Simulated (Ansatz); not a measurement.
Crystal: HPbNO4.

```
H Pb N O
1.0
     3.85404    0.14384    0.09012
    -0.25320    5.52698    0.16471
    -0.48197   -1.92720    5.72025
H Pb N O
1 1 1 4
Cartesian
  -0.0083 2.5983 3.2335
  2.1473 2.6778 1.0046
  2.8237 3.6046 5.7249
  -0.4057 -0.9417 5.0623
  2.7256 -0.0852 0.8025
  -0.5912 2.3982 5.1009
  0.1280 2.5704 2.2622
```

The cell was built by a generator and needn't be a form met in nature.

Program: Ansatz 0.2.0. Alike in all runs: potentials or basis Ansatz PAW; cell as given; smearing fermi-dirac 0.05 eV.

Problem. Order these runs on this cell by their band gap on the k mesh, lowest first.
A. level PBE0; spin off; k mesh 3 × 2 × 2; cutoff (eV) 420; mesh quality coarse
B. level r2SCANh; spin off; k mesh 3 × 2 × 2; cutoff (eV) 500; mesh quality coarse
C. level r2SCAN; spin SOC, no magnetisation; k mesh 5 × 4 × 4; cutoff (eV) 500; points for each segment of the path 10; mesh quality not flagged

Solution. C (3.40 eV), B (4.32 eV), A (5.24 eV).

Caveats: some runs use coarse meshes; odd divisions of the mesh miss points on the zone boundary, where band edges often lie, so the gap on the mesh can be too wide (some runs); spin-orbit coupling is left out, which as a rule narrows the gap of such compounds by several tenths of an eV (some runs); forces of over 1 eV/Å show positions far from the minimum, so gaps and moduli don't describe the material at rest (some runs).

A k mesh can miss the band edges.

Runs at the PBE level aren't shown here.
